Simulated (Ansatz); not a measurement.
# CuAs: a line through a two-coordinate scan

An exercise on one series of results from a longer session: the logs are not shown, and one member is left open.

Method: DFT LDA, scalar-relativistic, plane waves, PAW, in Ansatz 0.2.0.

15 further runs of the same task are left out: 15 set aside as unsound or not needed.

### The structure to begin with

It takes space group P6_3/mmc (No. 194, hexagonal). The conventional cell has a = 3.780 Å, b = 3.780 Å, c = 4.858 Å, α = 90.00°, β = 90.00°, γ = 120.00°. Cu (site symmetry -3m) has 2 Cu at 2.43 Å and 6 As at 2.50 Å as nearest neighbours. As (site symmetry -6m2) is surrounded by 6 Cu at 2.50 Å.

Structure file:

```
Cu As
1.0
     3.77968    0.00000    0.00000
    -1.88984    3.27330    0.00000
     0.00000    0.00000    4.85804
Cu As
2 2
Direct
  0.00000 0.00000 0.50000
  0.00000 0.00000 0.00000
  0.66667 0.33333 0.75000
  0.33333 0.66667 0.25000
```

It goes back to an entry of the Materials Project, which need not be the stable form.

It is the result of an earlier relaxation at this level (volume 15.03 Å³/atom; gap on the mesh: none (metal)).

### The scan

The energy is mapped over volume and the cell's shape.

The axes are (1) volume per atom: 7 values from 13.824 to 16.228 Å³; (2) c/a of the conventional cell: 7 values from 1.071 to 1.542.

Nothing else is relaxed (symmetry fixes all fractional coordinates). Energies count from the relaxed crystal. Points are written as (first, second).

Set-up of the first run:

input.yaml

```yaml
crystal:
  lattice:
    - [3.602488406, 0.0, 0.0]
    - [-1.801244203, 3.1198464764, 0.0]
    - [0.0, 0.0, 4.9199184161]
  atoms:
    - { symbol: Cu, position: [0.0, 0.0, 0.5] }
    - { symbol: Cu, position: [0.0, 0.0, 0.0] }
    - { symbol: As, position: [0.6666666667, 0.3333333333, 0.75] }
    - { symbol: As, position: [0.3333333333, 0.6666666667, 0.25] }
basis:
  ecutwfc: 520.0
kpoints:
  mp_grid: { grid: [15, 15, 10] }
hamiltonian:
  xc: lda
scf:
  occupations: { method: gaussian, width: 0.15 }
output:
  forces: true
  stress: true
  eigenvalues: true
```

Command:

```sh
$ ansatz run input.yaml --threads 2 --pin off --max-ram 4096MiB --backend cpu --events-out ev --progress --plain --runs-dir out
```

Among the steps run: The run at (13.824 Å³, 1.366); Point (14.225 Å³, 1.366); Point (15.026 Å³, 1.366); Grid point (15.427 Å³, 1.366); Point (15.827 Å³, 1.366); Point (16.228 Å³, 1.366).

One of the session's tables, all rows but one given; the rest of the session is left out.

```
volume per atom (Å³)  energy (meV/atom)  slope (meV/atom per Å³)  pressure (GPa)
              13.824                 60                      −82            13.2
              14.225                 34                      −51             8.2
              14.625                 19                      −24             3.9
              15.026                 14                       −1             0.2
              15.427                  ?                        ?               ?
              15.827                 29                       36            −5.8
              16.228                 46                       51            −8.1
```

**Question.** Estimate the row for volume per atom (Å³) = 15.427.

Worked estimate for «energy (meV/atom)». A straight line through the neighbours (15.026, 14) and (15.827, 29) gives 14 + (29 − 14) × (15.427 − 15.026) / (15.827 − 15.026) = 22; a parabola fitted to 4 rows on both sides gives 18.

The run gave: energy (meV/atom): 18; slope (meV/atom per Å³): 19; pressure (GPa): −3.0. In «energy (meV/atom)» the line misses by +4 and the parabola by +0.

Energies count from the relaxed crystal. Rows without a step come from runs not printed here or follow by symmetry. Slopes come from the forces (and the stress, where the cell changes), not from differences of energies.

Along the line the energy is lowest at 15.026 Å³, 14 meV/atom from the zero. A fit to energies and slopes at the lowest point and its two neighbours puts the minimum at 15.0440 Å³, with a curvature of about 53 meV/atom per (Å³)². V·d²E/dV² there is about 130 GPa, a bulk modulus under this line's constraint. The well is lopsided: two grid steps out, the energy rises by 20 meV/atom towards smaller values and 15 meV/atom towards larger ones. The highest point computed, at 13.824 Å³, lies 46 meV/atom above the lowest. This is one cut through a surface in two coordinates; the map's lowest point lies off it.
